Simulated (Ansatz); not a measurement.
# C2H4BNO: two geometries relaxed

Are the two ends of the shift of H9 from B2 to O3 separate minima, and which lies lower? Each is relaxed from a guess. SMILES of the start: CBOC#N.

All numbers below are computed with Ansatz 0.2.0 (UKS PBE/6-31G*).

## Step 1: Starting point

Bond lengths: C1–B2 1.577 Å, B2–O3 1.354 Å, O3–C4 1.265 Å, C4–N5 1.144 Å, C1–H6 1.091 Å, C1–H7 1.091 Å, C1–H8 1.085 Å, B2–H9 1.172 Å. Angles: C1–B2–O3 121.6°, C1–B2–H9 124.9°, O3–B2–H9 113.5°, B2–C1–H6 110.8°, B2–C1–H7 110.9°, B2–C1–H8 113.7°, H6–C1–H7 105.5°, H6–C1–H8 107.8°, H7–C1–H8 107.8°, B2–O3–C4 130.5°, O3–C4–N5 176.3°.

As a file:

```xyz
9

C    -0.7376   -0.8873   -0.0271
B     0.2668   -0.0885    0.8897
O     0.9610    0.9759    0.4217
C     0.9653    1.5149   -0.7223
N     1.0190    2.0515   -1.7317
H    -0.2273   -1.2879   -0.9037
H    -1.5138   -0.2286   -0.4183
H    -1.2266   -1.7136    0.4789
H     0.4932   -0.3363    2.0128
```

## Step 2: Relaxing end A

Input file input.yaml:

```yaml
crystal:
  periodic: [false, false, false]
  atoms:
    - { symbol: C, position_ang: [-0.73756, -0.88728, -0.02705] }
    - { symbol: B, position_ang: [0.26684, -0.08848, 0.88965] }
    - { symbol: O, position_ang: [0.96103, 0.97587, 0.42174] }
    - { symbol: C, position_ang: [0.96528, 1.51485, -0.72227] }
    - { symbol: "N", position_ang: [1.01897, 2.05151, -1.73172] }
    - { symbol: H, position_ang: [-0.22733, -1.28792, -0.90372] }
    - { symbol: H, position_ang: [-1.51383, -0.22864, -0.41828] }
    - { symbol: H, position_ang: [-1.22662, -1.71357, 0.47891] }
    - { symbol: H, position_ang: [0.49323, -0.33635, 2.01275] }
magnetization:
  spin_polarized: true
basis:
  gaussian: { orbitals: "6-31G*" }
hamiltonian:
  xc: pbe
relax:
  f_tol: 0.02
  max_steps: 50
output:
  orbitals: {}
```

Command:

```sh
ansatz run input.yaml --threads 2 --pin off --max-ram 3072MiB --backend cpu --events-out ev --progress --plain --runs-dir out
```

The log of the run (excerpt; [...] marks lines left out):

```text
Warning: RAYON_NUM_THREADS=2 ignored (pool sized by the plan → 2); use --threads N
[...]
Functional definition: PBE
[...]
958 factors; their error is unknown
[...]
mean field -6344.37838538 eV, -233.1516052886 hartree, gradient 5.1e-5 eV, S^2 0.000000; 0 other end points of the search recorded, 0 dependent functions left out
[...]
reference -6344.37840696 eV, -233.1516060817 hartree; 18, 18 occupied and 65, 65 virtual orbitals, 958 factors
relax step   1: F+E_penalty+E_count = -6344.37838538 eV  Δ(F+E_penalty+E_count) = +0.000e0 eV  max|allowed force component| = 3.679e0 eV/Å  Δτ_max = 0.0000 Å  (31 SCF iters, accepted)
[...]
relax step   7: F+E_penalty+E_count = -6344.58761086 eV  Δ(F+E_penalty+E_count) = -3.547e-4 eV  max|allowed force component| = 2.077e-2 eV/Å  Δτ_max = 0.0072 Å  (27 SCF iters, accepted)
[...]
relax step   8: F+E_penalty+E_count = -6344.58766296 eV  Δ(F+E_penalty+E_count) = -5.210e-5 eV  max|allowed force component| = 1.220e-2 eV/Å  Δτ_max = 0.0039 Å  (27 SCF iters, accepted)
958 factors; their error is unknown
mean field -6344.58766296 eV, -233.1592960980 hartree, gradient 1.8e-5 eV, S^2 0.000000; 1 other end points of the search recorded, 0 dependent functions left out
[...]
reference -6344.58768501 eV, -233.1592969081 hartree; 18, 18 occupied and 65, 65 virtual orbitals, 958 factors
Total energy: -6344.58768501 eV, -233.1592969081 hartree
Atom 0 at    -0.713019    -0.849448    -0.043190 Å, force     0.001415     0.002088     0.000292 eV/Å
Atom 1 at     0.261075    -0.113594     0.926181 Å, force    -0.002548     0.000345    -0.007437 eV/Å
Atom 2 at     1.013371     1.003377     0.500668 Å, force     0.005540     0.005065     0.003300 eV/Å
Atom 3 at     0.928415     1.469060    -0.716673 Å, force    -0.007942    -0.012204     0.006192 eV/Å
Atom 4 at     0.898806     1.938170    -1.797131 Å, force     0.002963     0.006691    -0.006379 eV/Å
Atom 5 at    -0.170279    -1.227188    -0.931869 Å, force    -0.000611     0.000745     0.001923 eV/Å
Atom 6 at    -1.472251    -0.150103    -0.444720 Å, force     0.002097    -0.001171     0.000852 eV/Å
Atom 7 at    -1.233989    -1.694771     0.430684 Å, force    -0.000789    -0.000748     0.000282 eV/Å
Atom 8 at     0.487881    -0.375512     2.076061 Å, force    -0.000126    -0.000810     0.000975 eV/Å
Dipole moment:    -0.219148    -0.467833     0.426518 e Å
```

It took 21 s on 2 threads of Arm Neoverse V1, shared host; peak memory 0.17 GiB.

The steps of the relaxation:

| step | energy from step 1 (eV) | largest force component (eV/Å) |
| --- | --- | --- |
| 1 | 0.0000 | 3.6788 |
| 2 | -0.1642 | 0.8123 |
| 3 | -0.1922 | 0.3039 |
| 4 | -0.2033 | 0.2515 |
| 5 | -0.2081 | 0.0454 |
| 6 | -0.2089 | 0.0478 |
| 7 | -0.2092 | 0.0208 |
| 8 | -0.2093 | 0.0122 |

Step 1 is the start.

After: Bond lengths: C1–B2 1.559 Å, B2–O3 1.412 Å, O3–C4 1.306 Å, C4–N5 1.178 Å, C1–H6 1.108 Å, C1–H7 1.108 Å, C1–H8 1.100 Å, B2–H9 1.201 Å. Angles: C1–B2–O3 121.3°, C1–B2–H9 127.6°, O3–B2–H9 111.1°, B2–C1–H6 110.7°, B2–C1–H7 110.8°, B2–C1–H8 113.0°, H6–C1–H7 105.1°, H6–C1–H8 108.4°, H7–C1–H8 108.5°, B2–O3–C4 121.9°, O3–C4–N5 176.6°.

## Step 3: Relaxing end B

The second end starts from a geometry with the move made by hand.

Changes to input.yaml since step 2:

```diff
@@ -11,3 +11,3 @@
     - { symbol: H, position_ang: [-1.22662, -1.71357, 0.47891] }
-    - { symbol: H, position_ang: [0.49323, -0.33635, 2.01275] }
+    - { symbol: H, position_ang: [1.38475, 1.07753, 1.31069] }
 magnetization:
@@ -21,3 +21 @@
   max_steps: 50
-output:
-  orbitals: {}
```

Command:

```sh
ansatz run input.yaml --threads 2 --pin off --max-ram 3072MiB --backend cpu --events-out ev --progress --plain --runs-dir out
```

The log of the run (excerpt; [...] marks lines left out):

```text
Warning: RAYON_NUM_THREADS=2 ignored (pool sized by the plan → 2); use --threads N
[...]
Functional definition: PBE
[...]
958 factors; their error is unknown
[...]
mean field -6337.77865468 eV, -232.9090696589 hartree, gradient 4.5e-6 eV, S^2 0.000000; 4 other end points of the search recorded, 0 dependent functions left out
[...]
reference -6337.77867701 eV, -232.9090704795 hartree; 18, 18 occupied and 65, 65 virtual orbitals, 958 factors
relax step   1: F+E_penalty+E_count = -6337.77865468 eV  Δ(F+E_penalty+E_count) = +0.000e0 eV  max|allowed force component| = 4.794e0 eV/Å  Δτ_max = 0.0000 Å  (106 SCF iters, accepted)
[...]
relax step   5: F+E_penalty+E_count = -6340.95862110 eV  Δ(F+E_penalty+E_count) = -1.031e0 eV  max|allowed force component| = 3.950e0 eV/Å  Δτ_max = 0.1949 Å  (41 SCF iters, accepted)
[...]
reference -6344.58765766 eV, -233.1592959030 hartree; 18, 18 occupied and 65, 65 virtual orbitals, 958 factors
Total energy: -6344.58765766 eV, -233.1592959030 hartree
Atom 0 at    -0.581233    -0.715148     0.011427 Å, force     0.000163     0.000278    -0.000283 eV/Å
Atom 1 at     0.431309     0.139885     0.831948 Å, force     0.000852     0.000306     0.000685 eV/Å
Atom 2 at     1.106762     1.235058     0.249595 Å, force    -0.000416    -0.000740     0.000739 eV/Å
Atom 3 at     0.914942     1.579329    -0.995713 Å, force    -0.000012     0.000166    -0.000239 eV/Å
Atom 4 at     0.789722     1.943770    -2.109268 Å, force    -0.000009     0.000002    -0.000246 eV/Å
Atom 5 at    -0.094251    -1.149201    -0.883633 Å, force    -0.000056    -0.000020     0.000065 eV/Å
Atom 6 at    -1.399522    -0.082086    -0.384022 Å, force    -0.000080    -0.000021     0.000137 eV/Å
Atom 7 at    -1.026464    -1.533507     0.596770 Å, force    -0.000252    -0.000310    -0.000092 eV/Å
Atom 8 at     0.750266    -0.004230     1.980847 Å, force    -0.000191     0.000339    -0.000765 eV/Å
Dipole moment:    -0.169981    -0.431840     0.483333 e Å
```

It took 46 s on 2 threads of Arm Neoverse V1, shared host; peak memory 0.18 GiB.

The steps of the relaxation:

| step | energy from step 1 (eV) | largest force component (eV/Å) |
| --- | --- | --- |
| 1 | 0.0000 | 4.7937 |
| 2 | -1.1033 | 2.5660 |
| 3 | -1.5813 | 1.3661 |
| 4 | -2.1493 | 2.9262 |
| 5 | -3.1800 | 3.9498 |
| 6 | -4.4343 | 3.7022 |
| 7 | -5.8093 | 2.0080 |
| 8 | -6.3633 | 1.5911 |
| 9 | -6.6122 | 1.0670 |
| 10 | -6.7287 | 1.0257 |
| 11 | -6.7750 | 1.0266 |
| 12 | -6.7907 | 0.9279 |
| 13 | -6.8070 | 0.2598 |
| 14 | -6.8086 | 0.1470 |
| 15 | -6.8089 | 0.0284 |
| 16 | -6.8090 | 0.0229 |
| 17 | -6.8090 | 0.0009 |

Step 1 is the start.

After: Bond lengths: C1–B2 1.559 Å, B2–O3 1.412 Å, O3–C4 1.306 Å, C4–N5 1.178 Å, C1–H6 1.108 Å, C1–H7 1.108 Å, C1–H8 1.100 Å, B2–H9 1.201 Å. Angles: C1–B2–O3 121.3°, C1–B2–H9 127.6°, O3–B2–H9 111.1°, B2–C1–H6 110.8°, B2–C1–H7 110.8°, B2–C1–H8 113.0°, H6–C1–H7 105.1°, H6–C1–H8 108.4°, H7–C1–H8 108.4°, B2–O3–C4 121.8°, O3–C4–N5 176.5°.

Pairs that crossed the distance rule for bonds on the way: came closer B2–H9; moved apart O3–H9.

## Step 4: What came out

| quantity | value |
| --- | --- |
| end A | 7 moves, 0.209 eV lower |
| end B | 16 moves, 6.809 eV lower |
| largest difference between the ends | 0.01 Å |
| end B relative to end A | +0.000 eV |

**Reading.** Both starts fell into the same minimum (no atom differs by more than 0.01 Å), so from this start no second minimum was found and no band was run; another arrangement could still be one.
